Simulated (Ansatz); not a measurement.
# ClF2HSeZr: small, medium and large basis sets

Aim: see how fast density functionals converge with the basis set for ClF2HSeZr.

Computed with Ansatz 0.2.0, Gaussian basis. Level: one geometry, several basis sets.

Levels to be run: PBE0-D4/def2-SVP; ωB97M-V/def2-SVP; PBE0-D4/def2-QZVPP; ωB97M-V/def2-QZVPP; the functionals' def2-TZVPP values are taken from earlier runs.

### Step 1. The geometry

An earlier PBE0-D4 in a triple-zeta def2 set relaxation fixed the geometry. Zr takes the def2 core potential; no spin-orbit term is included.

6 atoms, charge 0, spin multiplicity 1.

Atoms are counted from 1 here; the program's logs count them from 0.

Bond lengths: F1–Zr2 1.885 Å, Zr2–F3 1.882 Å, Zr2–Cl4 2.336 Å, Zr2–Se5 2.566 Å, Se5–H6 1.475 Å. Angles: F1–Zr2–F3 112.5°, F1–Zr2–Cl4 108.6°, F1–Zr2–Se5 108.5°, F3–Zr2–Cl4 110.1°, F3–Zr2–Se5 106.9°, Cl4–Zr2–Se5 110.3°, Zr2–Se5–H6 87.2°.

### Step 2. PBE0-D4 in def2-SVP

in.yaml

```yaml
crystal:
  periodic: [false, false, false]
  atoms:
    - {symbol: F, position_ang: [-0.503273, -1.059128, 1.600897]}
    - {symbol: Zr, position_ang: [0.318755, -0.503384, -0.001914]}
    - {symbol: F, position_ang: [2.160706, -0.888811, -0.038889]}
    - {symbol: Cl, position_ang: [-0.756053, -1.550335, -1.791947]}
    - {symbol: Se, position_ang: [0.086081, 2.045307, -0.193471]}
    - {symbol: H, position_ang: [-1.264117, 1.892351, 0.379124]}
basis:
  gaussian: {orbitals: def2-SVP}
hamiltonian: {xc: pbe0, dispersion: d4}
output: {orbitals: {seedname: orbitals}}
```

Run with:

```sh
$ ansatz run in.yaml --threads 4 --pin off --events-out ev --progress --plain --max-ram 10444MiB
```

Further steps of the session: ωB97M-V in def2-SVP; PBE0-D4 in def2-QZVPP; ωB97M-V in def2-QZVPP.

Before running them: what should the planned runs give, taken together? Wanted: PBE0-D4: double and triple zeta above quadruple; ωB97M-V: double and triple zeta above quadruple.

As calculated:

| quantity | value |
| --- | --- |
| PBE0-D4: double and triple zeta above quadruple | 21.45, 2.12 eV |
| ωB97M-V: double and triple zeta above quadruple | 21.41, 2.04 eV |

In words: For PBE0-D4 the step from double to triple zeta gains 19.33 eV and the next only 2.12 eV. These are total energies; as a rule much of such shifts cancels in differences, which this series doesn't test.
